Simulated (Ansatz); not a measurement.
# ClFH8SiW: the cost of one run

Method: RKS BLYP-D4/def2-SVP, in Ansatz 0.2.0.

### 1 The starting structure

Bond lengths: W1–F2 2.200 Å, W1–Cl3 2.390 Å, W1–H4 1.720 Å, W1–H5 1.720 Å, W1–H6 1.720 Å, W1–H7 1.720 Å, W1–Si8 2.780 Å, Cl3–Si8 2.170 Å, Si8–H9 1.460 Å, Si8–H10 1.460 Å, Si8–H11 1.460 Å. Angles (14 of 32 angles, heavy atoms first): F2–W1–Cl3 90.0°, F2–W1–Si8 71.6°, Cl3–W1–Si8 48.9°, W1–Cl3–Si8 75.0°, W1–Si8–Cl3 56.1°, F2–W1–H4 90.0°, F2–W1–H5 90.0°, F2–W1–H6 90.0°, F2–W1–H7 180.0°, Cl3–W1–H4 90.0°, Cl3–W1–H5 180.0°, Cl3–W1–H6 90.0°, Cl3–W1–H7 90.0°, H4–W1–Si8 46.8°.

Coordinates:

```xyz
12

W     0.0000    0.0000    0.0000
F     0.0000    0.0000    2.2000
Cl    2.3900    0.0000    0.0000
H     0.0000    1.7200    0.0000
H    -1.7200    0.0000    0.0000
H     0.0000   -1.7200    0.0000
H     0.0000    0.0000   -1.7200
Si    1.8270    1.9032    0.8766
H     2.8830    1.2483    1.6430
H     2.4126    2.5833   -0.2750
H     1.1461    2.8789    1.7227
H     0.8673    0.9035    2.0736
```

### 2 Pulling towards end A

Springs on the bonds that form and break draw the guess towards this end; the thresholds are loose.

Contents of input.yaml:

```yaml
crystal:
  periodic: [false, false, false]
  atoms:
    - { symbol: W, position_ang: [0.0, 0.0, 0.0] }
    - { symbol: F, position_ang: [0.0, 0.0, 2.2] }
    - { symbol: Cl, position_ang: [2.39, 0.0, 0.0] }
    - { symbol: H, position_ang: [0.0, 1.72, 0.0] }
    - { symbol: H, position_ang: [-1.72, 0.0, 0.0] }
    - { symbol: H, position_ang: [0.0, -1.72, 0.0] }
    - { symbol: H, position_ang: [0.0, 0.0, -1.72] }
    - { symbol: Si, position_ang: [1.827, 1.9032, 0.8766] }
    - { symbol: H, position_ang: [2.883, 1.2483, 1.643] }
    - { symbol: H, position_ang: [2.4126, 2.5833, -0.275] }
    - { symbol: H, position_ang: [1.1461, 2.8789, 1.7227] }
    - { symbol: H, position_ang: [0.8673, 0.9035, 2.0736] }
basis:
  gaussian: { orbitals: def2-SVP }
hamiltonian:
  xc: blyp
  dispersion: d4
relax:
  f_tol: 0.15
  max_steps: 25
  restrain:
    - { distance: [0, 7], at: 3.68, k: 30.0 }
    - { distance: [11, 1], at: 2.12, k: 30.0 }
    - { distance: [0, 1], at: 1.85, k: 30.0 }
    - { distance: [11, 7], at: 1.46, k: 30.0 }
```

Command:

```sh
ansatz run input.yaml --threads 4 --pin off --max-ram 5120MiB --backend cpu --events-out ev --progress --plain --runs-dir out
```

What time and memory should one allow on 4 threads of AMD EPYC 9R45 (Zen 5), shared host?

About 9.4 s, with a peak of 0.21 GiB.
